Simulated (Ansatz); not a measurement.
# YCo3B2: starts and ends of a spin-polarised SCF

How much does the result for YCo3B2 depend on the starting moments? The same cell is run from several starts. System: YCo₃B₂, the deposited crystal structure (space group P6/mmm); the cell holds 6 atoms. Source: COD entry 1510627; the sample's temperature and pressure aren't taken into account.

Program: Ansatz 0.2.0. Level of theory: DFT LDA, PAW, plane waves, scalar-relativistic. These are calculated values, not measurements.

## (1) The starting structure

Symmetry: P6/mmm, No. 191, hexagonal system. The conventional cell has a = 5.021 Å, b = 5.021 Å, c = 3.025 Å, α = 90.00°, β = 90.00°, γ = 120.00°. B (site symmetry -6m2) has 6 Co at 2.09 Å and 3 Y at 2.90 Å as nearest neighbours. Co (site symmetry mmm) is surrounded by 4 B at 2.09 Å. Y (site symmetry 6/mmm) has 6 B at 2.90 Å and 12 Co at 2.93 Å and 2 Y at 3.02 Å as nearest neighbours.

Coordinates:

```
B Co Y
1.0
     5.02100    0.00000    0.00000
    -2.51050    4.34831    0.00000
     0.00000    0.00000    3.02500
B Co Y
2 3 1
Direct
  0.33333 0.66667 0.00000
  0.66667 0.33333 0.00000
  0.50000 0.00000 0.50000
  0.50000 0.50000 0.50000
  0.00000 0.50000 0.50000
  0.00000 0.00000 0.00000
```

Atoms are counted from 1 in the order of input.yaml (Y6 and so on).

The first starts: parallel moments, plain SCF; opposed moments +-+, plain SCF; no spin polarisation; spin on, no moments given (the program may seed its own), plain SCF; opposed moments ++-, plain SCF. What is tried next depends on their ends.

A plain SCF has the search for lower states switched off and ends at the first converged state. 

Moments by site are taken inside atomic spheres; the rest lies between them.

## (2) Parallel moments, plain SCF

The input, input.yaml:

```yaml
crystal:
  lattice:
    - [5.02099846, 0.0, 0.0]
    - [-2.51049923, 4.34831222, 0.0]
    - [0.0, 0.0, 3.025]
  atoms:
    - { symbol: B, position: [0.33333333, 0.66666667, 0.0] }
    - { symbol: B, position: [0.66666667, 0.33333333, 0.0] }
    - { symbol: Co, position: [0.5, 0.0, 0.5], spin: 3.0 }
    - { symbol: Co, position: [0.5, 0.5, 0.5], spin: 3.0 }
    - { symbol: Co, position: [0.0, 0.5, 0.5], spin: 3.0 }
    - { symbol: "Y", position: [0.0, 0.0, 0.0] }
magnetization:
  spin_polarized: true
hamiltonian:
  xc: lda
  pseudopotentials: { kind: paw }
basis:
  ecutwfc: 420
kpoints:
  mp_grid: { grid: [5, 5, 7] }
scf:
  occupations: { method: fermi_dirac, width: 0.1 }
  lower_state_search: "off"
output:
  forces: true
  stress: true
```

Output, shortened:

```text
[...]
Pseudopotentials: kind: paw
Pseudopotential: B, paw, valence charge 3, recommended cutoff 420 eV (normal), B.paw.azcp
Pseudopotential: Co, paw, valence charge 17, recommended cutoff 420 eV (normal), Co.paw.azcp
Pseudopotential: Y, paw, valence charge 11, recommended cutoff 420 eV (normal), Y.paw.azcp
Functional definition: SPW92
[...]
Crystal: 6 atoms, lattice volume = 66.044 Å³
Basis set: ecut = 420 eV, 1301 PW (Γ)
Bands: 47, of which v1, the nominal top of the filled ones, is band 34 counted from 1 (33 counted from 0)
Symmetry: 24 space group operations
Space group: P6/mmm (ITA 191), of the structure as read, at distance tolerance 4.0e-5 Å
Magnetic group: BNS 191.233 (UNI 1463), of the structure as read, at distance tolerance 4.0e-5 Å
k-points: 20 of 175
[...]
Starting moments: Σ|m| = 9 μB on 3 of 6 sites
[...]
SCF iter   1: F=—  HF=-19236.514454 eV  |F-HF|=—  |Δ(HF+E_count)|=         —  Δρ=2.09e-1 (↑2.09e-1 ↓4.34e-2)  dr2=2.19e1  dr2_m=6.38e0  M=4.760 μB ∫|m|=5.756 μB  β_m=0.30  ethr=3.10e-3  ⟨swp⟩=6.1  Hψ=6373  notcnv=0
[...]
spin=Collinear: Kerker preconditioning applied to the charge; magnetization (m = ρ↑ − ρ↓) channel mixes plain (no charge-response kernel on spin).
[...]
spin-set hold released at iteration 4 (the charge has settled, or the pull on large starting moments outlasts its swing): the magnetisation degrees of freedom join the quasi-Newton model from the next iteration; the mixer history was flushed
[...]
SCF iter  17: F=-19236.848743 eV  HF=-19236.848743 eV  |F-HF|=1.24e-10  |Δ(HF+E_count)|=   1.76e-9  Δρ=5.45e-7 (↑5.45e-7 ↓3.10e-7)  dr2=2.89e-10  dr2_m=4.15e-11  M=-0.000 μB ∫|m|=0.000 μB  ethr=1.93e-11  ⟨swp⟩=1.8  Hψ=4663  notcnv=0
WARN: the starting moments were not kept: the SCF closed with an absolute magnetisation of 2.0e-5 μB, where they sum to 9 μB in size (3 sites). That is at most 0.1 of that sum. Measured as dr2_m measures the in/out step, that magnetisation stands 2.3e-10 eV from none, at or under the [...]
SCF converged after 17 iterations
Magnetization: -0.0000 μB (34.0000 up, 34.0000 down)
Absolute magnetization: 0.0000 μB (∫|ρ↑−ρ↓|, with the PAW one-centre terms)
Spin contamination: 0.0000 ħ² per cell (⟨S²⟩ above its minimum at these occupations)
Per-site moments (μB) at R_I (Å): [(5.448644713209623e-7, 0.8641382787071604), (5.448644711941917e-7, 0.8641382787071604), (-5.058863913437201e-6, 0.8641382787071604), (-5.058863913296244e-6, 0.8641382787071604), (-5.058863913539088e-6, 0.8641382787071604), (9.837557131718236e-7, 1.19578586032435)]
Free energy (F): -19236.848743 eV
[...]
E sigma→0 (E₀):  -19236.788881 eV
Entropy (-TS):   -0.119723 eV (-19.954 meV/atom)
Fermi energy:    15.713323 eV
[...]
--- Forces (eV/Å), atoms counted from 1 ---
  atom   1  B      0.00000000     0.00000000     0.00000000
  atom   2  B      0.00000000    -0.00000000    -0.00000000
  atom   3  Co     0.00000000     0.00000000    -0.00000000
  atom   4  Co     0.00000000    -0.00000000    -0.00000000
  atom   5  Co     0.00000000     0.00000000     0.00000000
  atom   6  Y      0.00000000    -0.00000000     0.00000000
[...]
--- Stress (GPa, compression-positive) ---
      -14.914921      -0.000000      -0.000000
       -0.000000     -14.914921      -0.000000
       -0.000000      -0.000000     -14.310018
  P = ⅓ Tr σ = -14.7133 GPa (-147.133 kbar)
```

It took 2 s on 2 threads of an x86-64 CPU, shared host; peak memory 0.48 GiB.

The state reached is non-magnetic, no gap on the k-mesh.

## (3) Opposed moments +-+, plain SCF

Changes to input.yaml since step 2:

```diff
@@ -9,3 +9,3 @@
     - { symbol: Co, position: [0.5, 0.0, 0.5], spin: 3.0 }
-    - { symbol: Co, position: [0.5, 0.5, 0.5], spin: 3.0 }
+    - { symbol: Co, position: [0.5, 0.5, 0.5], spin: -3.0 }
     - { symbol: Co, position: [0.0, 0.5, 0.5], spin: 3.0 }
```

Output, shortened:

```text
[... 11 lines as in an earlier run ...]
Symmetry: 8 space group operations
Space group: Cmmm (ITA 65), of the structure as read, at distance tolerance 4.0e-5 Å
Magnetic group: BNS 65.481 (UNI 579), of the structure as read, at distance tolerance 4.0e-5 Å
k-points: 36 of 175
[... 11 lines as in an earlier run ...]
Starting moments: Σ|m| = 9 μB on 3 of 6 sites
[... 2 lines as in an earlier run ...]
SCF iter   1: F=—  HF=-19236.742702 eV  |F-HF|=—  |Δ(HF+E_count)|=         —  Δρ=1.75e-1 (↑1.75e-1 ↓1.28e-1)  dr2=2.18e1  dr2_m=6.82e0  M=1.644 μB ∫|m|=5.551 μB  β_m=0.30  ethr=3.10e-3  ⟨swp⟩=5.4  Hψ=11420  notcnv=0  defer=59
[...]
[... 1 line as in an earlier run ...]
[...]
spin-set hold released at iteration 3 (the charge has settled, or the pull on large starting moments outlasts its swing): the magnetisation degrees of freedom join the quasi-Newton model from the next iteration; the mixer history was flushed
[...]
SCF iter  21: F=-19236.848743 eV  HF=-19236.848743 eV  |F-HF|=5.73e-9  |Δ(HF+E_count)|=   4.25e-9  Δρ=1.80e-6 (↑1.56e-6 ↓1.80e-6)  dr2=6.02e-9  dr2_m=2.42e-11  M=-0.000 μB ∫|m|=0.000 μB  ethr=5.12e-11  ⟨swp⟩=2.0  Hψ=9357  notcnv=0
WARN: the starting moments were not kept: the SCF closed with an absolute magnetisation of 1.5e-5 μB, where they sum to 9 μB in size (3 sites). That is at most 0.1 of that sum. Measured as dr2_m measures the in/out step, that magnetisation stands 2.0e-10 eV from none, at or under the [...]
SCF converged after 21 iterations
Magnetization: -0.0000 μB (34.0000 up, 34.0000 down)
Absolute magnetization: 0.0000 μB (∫|ρ↑−ρ↓|, with the PAW one-centre terms)
Spin contamination: 0.0000 ħ² per cell (⟨S²⟩ above its minimum at these occupations)
Per-site moments (μB) at R_I (Å): [(1.0783003199691393e-7, 0.8641382745855607), (1.0783003198388315e-7, 0.8641382745855608), (-5.5088248865736695e-6, 0.8641382745855608), (2.018771073176899e-6, 0.8641382869503599), (-5.508824886704863e-6, 0.8641382745855607), (3.5342864256875277e-7, [...]
Free energy (F): -19236.848743 eV
[...]
E sigma→0 (E₀):  -19236.788881 eV
Entropy (-TS):   -0.119723 eV (-19.954 meV/atom)
Fermi energy:    15.713334 eV
[... 29 lines left out: energy terms, forces, stress ...]
```

It took 3.7 s on 2 threads of an x86-64 CPU, shared host; peak memory 0.54 GiB.

This is the state of step 2 again (non-magnetic), after 21 iterations.

## (4) No spin polarisation

Changes to input.yaml since step 3:

```diff
@@ -8,8 +8,6 @@
     - { symbol: B, position: [0.66666667, 0.33333333, 0.0] }
-    - { symbol: Co, position: [0.5, 0.0, 0.5], spin: 3.0 }
-    - { symbol: Co, position: [0.5, 0.5, 0.5], spin: -3.0 }
-    - { symbol: Co, position: [0.0, 0.5, 0.5], spin: 3.0 }
+    - { symbol: Co, position: [0.5, 0.0, 0.5] }
+    - { symbol: Co, position: [0.5, 0.5, 0.5] }
+    - { symbol: Co, position: [0.0, 0.5, 0.5] }
     - { symbol: "Y", position: [0.0, 0.0, 0.0] }
-magnetization:
-  spin_polarized: true
 hamiltonian:
```

Output, shortened:

```text
[... 10 lines as in an earlier run ...]
Bands: 41, of which v1, the nominal top of the filled ones, is band 34 counted from 1 (33 counted from 0)
[... 13 lines as in an earlier run ...]
[...]
[... 2 lines as in an earlier run ...]
SCF iter   1: F=—  HF=-19236.856886 eV  |F-HF|=—  |Δ(HF+E_count)|=         —  Δρ=1.02e-2  dr2=1.93e-2  ethr=1.77e-3  ⟨swp⟩=5.5  Hψ=2935  notcnv=0
[...]
SCF iter   7: F=-19236.848743 eV  HF=-19236.848743 eV  |F-HF|=4.49e-9  |Δ(HF+E_count)|=   6.47e-8  Δρ=4.37e-6  dr2=8.67e-9  ethr=1.47e-10  ⟨swp⟩=4.0  Hψ=2782  notcnv=0
[...]
SCF converged after 7 iterations
Free energy (F): -19236.848743 eV
[...]
E sigma→0 (E₀):  -19236.788882 eV
Entropy (-TS):   -0.119722 eV (-19.954 meV/atom)
Fermi energy:    15.713317 eV
[... 29 lines left out: energy terms, forces, stress ...]
```

Wall time 0.57 s (2 threads of an x86-64 CPU, shared host); peak memory 0.43 GiB.

Nothing new: the 7 iterations lead to the state found in step 2 (non-magnetic).

## (5) Spin on, no moments given (the program may seed its own), plain SCF

Changes to input.yaml since step 4:

```diff
@@ -25 +25,3 @@
   stress: true
+magnetization:
+  spin_polarized: true
```

Output, shortened:

```text
band count auto-derived: 45 (N_el = 68.0; filled up to band 34; 41 by the electrons, moments and atoms)
[... 10 lines as in an earlier run ...]
Bands: 45, of which v1, the nominal top of the filled ones, is band 34 counted from 1 (33 counted from 0)
[... 16 lines as in an earlier run ...]
SCF iter   1: F=—  HF=-19237.914697 eV  |F-HF|=—  |Δ(HF+E_count)|=         —  Δρ=7.25e-2 (↑7.25e-2 ↓7.25e-2)  dr2=7.91e0  dr2_m=0.00e0  M=0.000 μB ∫|m|=0.000 μB  β_m=0.30  ethr=3.10e-3  ⟨swp⟩=5.4  Hψ=2995  notcnv=0  defer=14
[...]
[... 1 line as in an earlier run ...]
[...]
SCF iter  16: F=-19236.848743 eV  HF=-19236.848743 eV  |F-HF|=4.15e-10  |Δ(HF+E_count)|=   2.68e-7  Δρ=6.33e-6 (↑6.33e-6 ↓6.33e-6)  dr2=4.60e-8  dr2_m=0.00e0  M=0.000 μB ∫|m|=0.000 μB  ethr=1.47e-10  ⟨swp⟩=2.9  Hψ=3150  notcnv=0
[...]
SCF converged after 16 iterations
Magnetization: 0.0000 μB (34.0000 up, 34.0000 down)
Absolute magnetization: 0.0000 μB (∫|ρ↑−ρ↓|)
Spin contamination: 0.0000 ħ² per cell (⟨S²⟩ above its minimum at these occupations)
Per-site moments (μB) at R_I (Å): [(0.0, 0.8641382787071604), (0.0, 0.8641382787071604), (0.0, 0.8641382787071604), (0.0, 0.8641382787071604), (0.0, 0.8641382787071604), (0.0, 1.19578586032435)]
Free energy (F): -19236.848743 eV
[...]
E sigma→0 (E₀):  -19236.788881 eV
Entropy (-TS):   -0.119723 eV (-19.954 meV/atom)
Fermi energy:    15.713319 eV
[... 29 lines left out: energy terms, forces, stress ...]
```

It took 1.4 s on 2 threads of an x86-64 CPU, shared host; peak memory 0.47 GiB.

The run ends in the same state as step 2 (non-magnetic); it took 16 iterations.

## (6) Opposed moments ++-, plain SCF

Changes to input.yaml since step 5:

```diff
@@ -8,6 +8,8 @@
     - { symbol: B, position: [0.66666667, 0.33333333, 0.0] }
-    - { symbol: Co, position: [0.5, 0.0, 0.5] }
-    - { symbol: Co, position: [0.5, 0.5, 0.5] }
-    - { symbol: Co, position: [0.0, 0.5, 0.5] }
+    - { symbol: Co, position: [0.5, 0.0, 0.5], spin: 3.0 }
+    - { symbol: Co, position: [0.5, 0.5, 0.5], spin: 3.0 }
+    - { symbol: Co, position: [0.0, 0.5, 0.5], spin: -3.0 }
     - { symbol: "Y", position: [0.0, 0.0, 0.0] }
+magnetization:
+  spin_polarized: true
 hamiltonian:
@@ -25,3 +27 @@
   stress: true
-magnetization:
-  spin_polarized: true
```

Output, shortened:

```text
[... 26 lines as in an earlier run ...]
Starting moments: Σ|m| = 9 μB on 3 of 6 sites
[... 2 lines as in an earlier run ...]
SCF iter   1: F=—  HF=-19236.742741 eV  |F-HF|=—  |Δ(HF+E_count)|=         —  Δρ=1.75e-1 (↑1.75e-1 ↓1.28e-1)  dr2=2.18e1  dr2_m=6.82e0  M=1.644 μB ∫|m|=5.551 μB  β_m=0.30  ethr=3.10e-3  ⟨swp⟩=5.4  Hψ=11393  notcnv=0  defer=60
[...]
[... 1 line as in an earlier run ...]
[...]
[... 1 line as in an earlier run ...]
[...]
SCF iter  21: F=-19236.848743 eV  HF=-19236.848743 eV  |F-HF|=5.44e-9  |Δ(HF+E_count)|=   3.98e-9  Δρ=1.73e-6 (↑1.53e-6 ↓1.73e-6)  dr2=5.73e-9  dr2_m=2.03e-11  M=-0.000 μB ∫|m|=0.000 μB  ethr=5.39e-11  ⟨swp⟩=2.0  Hψ=9316  notcnv=0
WARN: the starting moments were not kept: the SCF closed with an absolute magnetisation of 1.3e-5 μB, where they sum to 9 μB in size (3 sites). That is at most 0.1 of that sum. Measured as dr2_m measures the in/out step, that magnetisation stands 1.6e-10 eV from none, at or under the [...]
SCF converged after 21 iterations
Magnetization: -0.0000 μB (34.0000 up, 34.0000 down)
Absolute magnetization: 0.0000 μB (∫|ρ↑−ρ↓|, with the PAW one-centre terms)
Spin contamination: 0.0000 ħ² per cell (⟨S²⟩ above its minimum at these occupations)
Per-site moments (μB) at R_I (Å): [(9.46912124296689e-8, 0.8641382745399864), (9.469121233330193e-8, 0.8641382745399864), (-4.957144730307478e-6, 0.8641382807907472), (-4.957144729817797e-6, 0.8641382807907472), (1.534255541616406e-6, 0.8641382745399864), (3.1858091587508273e-7, [...]
Free energy (F): -19236.848743 eV
[...]
E sigma→0 (E₀):  -19236.788881 eV
Entropy (-TS):   -0.119723 eV (-19.954 meV/atom)
Fermi energy:    15.713334 eV
[... 29 lines left out: energy terms, forces, stress ...]
```

It took 3.7 s on 2 threads of an x86-64 CPU, shared host; peak memory 0.53 GiB.

Nothing new: the 21 iterations lead to the state found in step 2 (non-magnetic).

## (7) Parallel moments scaled by 0.1, plain SCF

Changes to input.yaml since step 6:

```diff
@@ -8,5 +8,5 @@
     - { symbol: B, position: [0.66666667, 0.33333333, 0.0] }
-    - { symbol: Co, position: [0.5, 0.0, 0.5], spin: 3.0 }
-    - { symbol: Co, position: [0.5, 0.5, 0.5], spin: 3.0 }
-    - { symbol: Co, position: [0.0, 0.5, 0.5], spin: -3.0 }
+    - { symbol: Co, position: [0.5, 0.0, 0.5], spin: 0.3 }
+    - { symbol: Co, position: [0.5, 0.5, 0.5], spin: 0.3 }
+    - { symbol: Co, position: [0.0, 0.5, 0.5], spin: 0.3 }
     - { symbol: "Y", position: [0.0, 0.0, 0.0] }
```

Output, shortened:

```text
[... 10 lines as in an earlier run ...]
Bands: 42, of which v1, the nominal top of the filled ones, is band 34 counted from 1 (33 counted from 0)
[... 15 lines as in an earlier run ...]
Starting moments: Σ|m| = 0.9 μB on 3 of 6 sites
[... 2 lines as in an earlier run ...]
SCF iter   1: F=—  HF=-19238.638329 eV  |F-HF|=—  |Δ(HF+E_count)|=         —  Δρ=1.05e-1 (↑1.05e-1 ↓8.67e-2)  dr2=1.46e1  dr2_m=7.51e-2  M=0.407 μB ∫|m|=0.562 μB  β_m=0.30  ethr=3.10e-3  ⟨swp⟩=5.7  Hψ=5794  notcnv=0
[...]
[... 1 line as in an earlier run ...]
[...]
spin-set hold released at iteration 9 (site moments contracting): the magnetisation degrees of freedom join the quasi-Newton model from the next iteration; the mixer history was flushed
[...]
SCF iter  19: F=-19236.848743 eV  HF=-19236.848743 eV  |F-HF|=1.46e-11  |Δ(HF+E_count)|=  1.09e-11  Δρ=1.66e-7 (↑1.23e-7 ↓1.66e-7)  dr2=2.62e-11  dr2_m=7.86e-12  M=-0.000 μB ∫|m|=0.000 μB  ethr=2.54e-12  ⟨swp⟩=1.0  Hψ=3632  notcnv=0
WARN: the starting moments were not kept: the SCF closed with an absolute magnetisation of 8.7e-6 μB, where they sum to 0.9 μB in size (3 sites). That is at most 0.1 of that sum. Measured as dr2_m measures the in/out step, that magnetisation stands 2.8e-11 eV from none, at or under the [...]
SCF converged after 19 iterations
Magnetization: -0.0000 μB (34.0000 up, 34.0000 down)
Absolute magnetization: 0.0000 μB (∫|ρ↑−ρ↓|, with the PAW one-centre terms)
Spin contamination: 0.0000 ħ² per cell (⟨S²⟩ above its minimum at these occupations)
Per-site moments (μB) at R_I (Å): [(4.662147353975075e-7, 0.8641382787071604), (4.6621473511373743e-7, 0.8641382787071604), (-1.7286271806382556e-6, 0.8641382787071604), (-1.7286271807248783e-6, 0.8641382787071604), (-1.7286271805513477e-6, 0.8641382787071604), (6.899185145960066e-7, [...]
Free energy (F): -19236.848743 eV
[...]
E sigma→0 (E₀):  -19236.788881 eV
Entropy (-TS):   -0.119723 eV (-19.954 meV/atom)
Fermi energy:    15.713325 eV
[... 29 lines left out: energy terms, forces, stress ...]
```

Run time: 2 s. Hardware: 2 threads of an x86-64 CPU, shared host; peak memory 0.47 GiB.

Nothing new: the 19 iterations lead to the state found in step 2 (non-magnetic).

## (8) Moments +-- scaled by 0.5, plain SCF

Changes to input.yaml since step 7:

```diff
@@ -8,5 +8,5 @@
     - { symbol: B, position: [0.66666667, 0.33333333, 0.0] }
-    - { symbol: Co, position: [0.5, 0.0, 0.5], spin: 0.3 }
-    - { symbol: Co, position: [0.5, 0.5, 0.5], spin: 0.3 }
-    - { symbol: Co, position: [0.0, 0.5, 0.5], spin: 0.3 }
+    - { symbol: Co, position: [0.5, 0.0, 0.5], spin: 1.5 }
+    - { symbol: Co, position: [0.5, 0.5, 0.5], spin: -1.5 }
+    - { symbol: Co, position: [0.0, 0.5, 0.5], spin: -1.5 }
     - { symbol: "Y", position: [0.0, 0.0, 0.0] }
```

Output, shortened:

```text
[... 10 lines as in an earlier run ...]
Bands: 44, of which v1, the nominal top of the filled ones, is band 34 counted from 1 (33 counted from 0)
[... 15 lines as in an earlier run ...]
Starting moments: Σ|m| = 4.5 μB on 3 of 6 sites
[... 2 lines as in an earlier run ...]
SCF iter   1: F=—  HF=-19238.223646 eV  |F-HF|=—  |Δ(HF+E_count)|=         —  Δρ=1.23e-1 (↑9.49e-2 ↓1.23e-1)  dr2=1.62e1  dr2_m=1.34e0  M=-0.730 μB ∫|m|=2.866 μB  β_m=0.30  ethr=3.10e-3  ⟨swp⟩=5.6  Hψ=10709  notcnv=0  defer=13
[...]
[... 1 line as in an earlier run ...]
[...]
spin-set hold released at iteration 9 (site moments contracting): the magnetisation degrees of freedom join the quasi-Newton model from the next iteration; the mixer history was flushed
[...]
SCF iter  22: F=-19236.848743 eV  HF=-19236.848743 eV  |F-HF|=4.27e-9  |Δ(HF+E_count)|=  6.15e-10  Δρ=1.63e-6 (↑1.63e-6 ↓1.54e-6)  dr2=4.67e-9  dr2_m=4.24e-11  M=-0.000 μB ∫|m|=0.000 μB  ethr=3.25e-11  ⟨swp⟩=1.0  Hψ=6529  notcnv=0
WARN: the starting moments were not kept: the SCF closed with an absolute magnetisation of 1.5e-5 μB, where they sum to 4.5 μB in size (3 sites). That is at most 0.1 of that sum. Measured as dr2_m measures the in/out step, that magnetisation stands 1.6e-10 eV from none, at or under the [...]
SCF converged after 22 iterations
Magnetization: -0.0000 μB (34.0000 up, 34.0000 down)
Absolute magnetization: 0.0000 μB (∫|ρ↑−ρ↓|, with the PAW one-centre terms)
Spin contamination: 0.0000 ħ² per cell (⟨S²⟩ above its minimum at these occupations)
Per-site moments (μB) at R_I (Å): [(4.5038041013045297e-7, 0.8641382746311349), (4.5038041026996236e-7, 0.8641382746311351), (2.151651460194713e-6, 0.8641382746311349), (-5.020195533989478e-6, 0.8641382807451731), (-5.020195534026378e-6, 0.8641382807451731), (6.859935360038986e-7, [...]
Free energy (F): -19236.848743 eV
[...]
E sigma→0 (E₀):  -19236.788881 eV
Entropy (-TS):   -0.119723 eV (-19.954 meV/atom)
Fermi energy:    15.713313 eV
[... 29 lines left out: energy terms, forces, stress ...]
```

It took 3.9 s on 2 threads of an x86-64 CPU, shared host; peak memory 0.53 GiB.

Nothing new: the 22 iterations lead to the state found in step 2 (non-magnetic).

## (9) Opposed moments +--, plain SCF

Changes to input.yaml since step 8:

```diff
@@ -8,5 +8,5 @@
     - { symbol: B, position: [0.66666667, 0.33333333, 0.0] }
-    - { symbol: Co, position: [0.5, 0.0, 0.5], spin: 1.5 }
-    - { symbol: Co, position: [0.5, 0.5, 0.5], spin: -1.5 }
-    - { symbol: Co, position: [0.0, 0.5, 0.5], spin: -1.5 }
+    - { symbol: Co, position: [0.5, 0.0, 0.5], spin: 3.0 }
+    - { symbol: Co, position: [0.5, 0.5, 0.5], spin: -3.0 }
+    - { symbol: Co, position: [0.0, 0.5, 0.5], spin: -3.0 }
     - { symbol: "Y", position: [0.0, 0.0, 0.0] }
```

Output, shortened:

```text
[... 26 lines as in an earlier run ...]
Starting moments: Σ|m| = 9 μB on 3 of 6 sites
[... 2 lines as in an earlier run ...]
SCF iter   1: F=—  HF=-19236.742742 eV  |F-HF|=—  |Δ(HF+E_count)|=         —  Δρ=1.75e-1 (↑1.28e-1 ↓1.75e-1)  dr2=2.18e1  dr2_m=6.82e0  M=-1.644 μB ∫|m|=5.551 μB  β_m=0.30  ethr=3.10e-3  ⟨swp⟩=5.5  Hψ=11419  notcnv=0  defer=60
[...]
[... 1 line as in an earlier run ...]
[...]
[... 1 line as in an earlier run ...]
[...]
SCF iter  21: F=-19236.848743 eV  HF=-19236.848743 eV  |F-HF|=5.16e-9  |Δ(HF+E_count)|=   2.78e-9  Δρ=1.60e-6 (↑1.60e-6 ↓1.53e-6)  dr2=5.51e-9  dr2_m=1.14e-11  M=0.000 μB ∫|m|=0.000 μB  ethr=6.04e-11  ⟨swp⟩=2.0  Hψ=8887  notcnv=0
WARN: the starting moments were not kept: the SCF closed with an absolute magnetisation of 8.0e-6 μB, where they sum to 9 μB in size (3 sites). That is at most 0.1 of that sum. Measured as dr2_m measures the in/out step, that magnetisation stands 6.5e-11 eV from none, at or under the [...]
SCF converged after 21 iterations
Magnetization: 0.0000 μB (34.0000 up, 34.0000 down)
Absolute magnetization: 0.0000 μB (∫|ρ↑−ρ↓|, with the PAW one-centre terms)
Spin contamination: 0.0000 ħ² per cell (⟨S²⟩ above its minimum at these occupations)
Per-site moments (μB) at R_I (Å): [(-4.2862350165957196e-8, 0.8641382746311349), (-4.286235020318233e-8, 0.8641382746311351), (2.197239637352956e-7, 0.8641382746311349), (3.1971204724546377e-6, 0.8641382807451731), (3.197120472342427e-6, 0.8641382807451731), (-2.0310210976407294e-7, [...]
Free energy (F): -19236.848743 eV
[...]
E sigma→0 (E₀):  -19236.788881 eV
Entropy (-TS):   -0.119723 eV (-19.954 meV/atom)
Fermi energy:    15.713332 eV
[... 29 lines left out: energy terms, forces, stress ...]
```

It took 3.7 s on 2 threads of an x86-64 CPU, shared host; peak memory 0.54 GiB.

This is the state of step 2 again (non-magnetic), after 21 iterations.

(Part 1 of 2 ends here.)
